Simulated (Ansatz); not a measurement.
# C6H8BCl2N: small, medium and large basis sets

One table from this session's results is given with a row withheld; the runs are named, their logs left out.

Program: Ansatz 0.2.0, Gaussian basis. Level of theory: one geometry, several basis sets. These are calculated values, not measurements.

Levels to be run: PBE0-D4/def2-SVP; ωB97M-V/def2-SVP; PBE0-D4/def2-QZVPP; ωB97M-V/def2-QZVPP; the functionals' def2-TZVPP values are taken from earlier runs.

### The geometry

The geometry comes from an earlier relaxation with PBE0-D4 in a triple-zeta def2 set; it is a stationary point, not always the lowest conformer.

SMILES `C[B-](Cl)(Cl)[n+]1ccccc1`, 18 atoms, charge 0, spin multiplicity 1.

Atoms are counted from 1 here; the program's logs count them from 0.

Bond lengths: C1–B2 1.592 Å, C1–H11 1.095 Å, C1–H12 1.095 Å, C1–H13 1.092 Å, B2–Cl3 1.855 Å, B2–Cl4 1.855 Å, B2–N5 1.630 Å, N5–C6 1.337 Å, N5–C10 1.337 Å, C6–C7 1.379 Å, C6–H14 1.082 Å, C7–C8 1.384 Å, C7–H15 1.082 Å, C8–C9 1.384 Å, C8–H16 1.084 Å, C9–C10 1.379 Å, C9–H17 1.082 Å, C10–H18 1.082 Å. Angles: B2–C1–H11 111.8°, B2–C1–H12 111.8°, B2–C1–H13 109.8°, H11–C1–H12 108.1°, H11–C1–H13 107.6°, H12–C1–H13 107.6°, C1–B2–Cl3 112.6°, C1–B2–Cl4 112.6°, C1–B2–N5 107.6°, Cl3–B2–Cl4 109.9°, Cl3–B2–N5 106.9°, Cl4–B2–N5 106.9°, B2–N5–C6 120.1°, B2–N5–C10 120.1°, C6–N5–C10 119.5°, N5–C6–C7 121.8°, N5–C6–H14 115.4°, C7–C6–H14 122.8° and more.

As a file:

```
C     1.37381   -1.67750   -1.26921
B     1.32365   -0.08739   -1.21948
Cl    2.91261    0.65675   -0.61684
Cl    0.85459    0.66166   -2.85054
N     0.16672    0.33678   -0.15222
C    -1.10391    0.45240   -0.55112
C    -2.12657    0.68936    0.34285
C    -1.83011    0.80873    1.68990
C    -0.51240    0.68055    2.09485
C     0.46097    0.44388    1.14742
H     0.41998   -2.10380   -1.59668
H     1.62142   -2.10668   -0.29285
H     2.14011   -2.00195   -1.97602
H    -1.26538    0.36208   -1.61671
H    -3.13984    0.78241   -0.02474
H    -2.61397    1.00033    2.41306
H    -0.22843    0.76652    3.13526
H     1.50934    0.34709    1.39497
```

The first run:

The input, in.yaml:

```yaml
crystal:
  periodic: [false, false, false]
  atoms:
    - {symbol: C, position_ang: [1.373806, -1.677502, -1.269208]}
    - {symbol: B, position_ang: [1.323649, -0.087389, -1.219475]}
    - {symbol: Cl, position_ang: [2.912607, 0.656747, -0.616841]}
    - {symbol: Cl, position_ang: [0.854592, 0.661657, -2.850545]}
    - {symbol: N, position_ang: [0.166724, 0.336779, -0.152216]}
    - {symbol: C, position_ang: [-1.103907, 0.452404, -0.551124]}
    - {symbol: C, position_ang: [-2.126571, 0.689355, 0.342850]}
    - {symbol: C, position_ang: [-1.830106, 0.808727, 1.689903]}
    - {symbol: C, position_ang: [-0.512395, 0.680546, 2.094846]}
    - {symbol: C, position_ang: [0.460974, 0.443884, 1.147417]}
    - {symbol: H, position_ang: [0.419978, -2.103801, -1.596676]}
    - {symbol: H, position_ang: [1.621418, -2.106680, -0.292855]}
    - {symbol: H, position_ang: [2.140106, -2.001949, -1.976018]}
    - {symbol: H, position_ang: [-1.265380, 0.362080, -1.616712]}
    - {symbol: H, position_ang: [-3.139835, 0.782405, -0.024738]}
    - {symbol: H, position_ang: [-2.613966, 1.000327, 2.413061]}
    - {symbol: H, position_ang: [-0.228431, 0.766520, 3.135257]}
    - {symbol: H, position_ang: [1.509335, 0.347088, 1.394974]}
basis:
  gaussian: {orbitals: def2-SVP}
hamiltonian: {xc: pbe0, dispersion: d4}
output: {orbitals: {seedname: orbitals}}
```

Steps of the session up to this table: PBE0-D4 in def2-SVP; ωB97M-V in def2-SVP; PBE0-D4 in def2-QZVPP; ωB97M-V in def2-QZVPP.

One table of the session follows, with a row left open; its other results are not shown here.

It belongs to the step «Density functionals: the series». 

```
functional       basis  HOMO (eV)  LUMO (eV)
   PBE0-D4    def2-SVP      -7.30      -2.32
   PBE0-D4  def2-TZVPP          ?          ?
   PBE0-D4  def2-QZVPP      -7.59      -2.41
   ωB97M-V    def2-SVP      -9.50      -0.21
   ωB97M-V  def2-TZVPP      -9.80      -0.34
   ωB97M-V  def2-QZVPP      -9.85      -0.39
```

Estimate the missing values for PBE0-D4, def2-TZVPP.

**Answer.** HOMO (eV): -7.55; LUMO (eV): -2.38. In the column «HOMO (eV)» it lies between PBE0-D4, def2-QZVPP (-7.59) and PBE0-D4, def2-SVP (-7.30).
